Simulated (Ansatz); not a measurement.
# TeF3: a trial structure relaxed

The task: take a trial cell of TeF3 to zero force and stress.

Program: Ansatz 0.2.0. Level of theory: DFT PBE, scalar-relativistic, plane waves, PAW. These are calculated values, not measurements.

### 1 The structure to begin with

Symmetry: P4/mmm, No. 123, tetragonal system. Conventional cell: a = 4.101 Å, b = 4.101 Å, c = 4.129 Å, α = 90.00°, β = 90.00°, γ = 90.00°. Around Te (site symmetry 4/mmm) lie 2 F at 1.39 Å. F (site symmetry 4mm) has 1 F at 1.35 Å and 1 Te at 1.39 Å as nearest neighbours. F (site symmetry 4/mmm) is surrounded by 4 Te at 2.90 Å and 8 F at 3.22 Å.

Structure file:

```
CELL_PARAMETERS angstrom
4.10122 0.00000 0.00000
0.00000 4.10122 0.00000
0.00000 0.00000 4.12871
ATOMIC_POSITIONS crystal
Te 0.00000 0.00000 0.00000
F 0.00000 0.00000 0.33666
F 0.00000 0.00000 0.66334
F 0.50000 0.50000 0.00000
```

A structure generator made this guess: random cell by space group and Wyckoff sites (P4/mmm, No. 123). Its size is a rough estimate.

### 2 Probe: one point on a coarse mesh

The input, input.yaml:

```yaml
crystal:
  lattice:
    - [4.10121665, 0.0, 0.0]
    - [0.0, 4.10121665, 0.0]
    - [0.0, 0.0, 4.12870999]
  atoms:
    - { symbol: Te, position: [0.0, 0.0, 0.0] }
    - { symbol: F, position: [0.0, 0.0, 0.33665608] }
    - { symbol: F, position: [0.0, 0.0, 0.66334392] }
    - { symbol: F, position: [0.5, 0.5, 0.0] }
basis:
  ecutwfc: 420
kpoints:
  mp_grid: { grid: [4, 4, 4] }
hamiltonian:
  xc: pbe
scf:
  occupations: { method: gaussian, width: 0.1 }
  lower_state_search: "off"
output:
  forces: true
  stress: true
  eigenvalues: true
```

Run with:

```
ansatz run input.yaml --threads 1 --pin off --max-ram 2048MiB --backend cpu --events-out ev --progress --plain --runs-dir out
```

Further runs follow: rough relaxation on the coarse mesh; another rough relaxation; relaxation on the finer mesh.

Q: Predict the outcome of this session. Wanted: conventional cell; volume; energy over the elements; gap on the mesh.

The runs gave:

```
                                                              quantity                                                                      value
                                symmetry at the end (tolerance 0.05 Å)                                               space group P4/mmm (No. 123)
                                                     conventional cell  a = 3.619 Å, b = 3.619 Å, c = 7.187 Å, α = 90.00°, β = 90.00°, γ = 90.00°
                                                                volume                                                              23.54 Å³/atom
energy over the elements (uncorrected; H, N, O, F and Cl as molecules)                                                              -1.45 eV/atom
                                                       gap on the mesh                                                               none (metal)
```

What this shows: The space group P4/mmm (No. 123) is kept, and the volume per atom grows by 35.6 % from the first guess. A negative formation energy is needed for stability but isn't enough; other structures and compounds were not set against it here. No finished test with a distortion of lower symmetry is shown, so the end may be a saddle point. The runs treat Te without spin-orbit coupling. Spin polarisation is off in the runs that give these values; a magnetic solution could lie lower. Where forces pass 15 eV/Å atoms stand far too close, the PAW spheres overlap strongly and those numbers are rough.
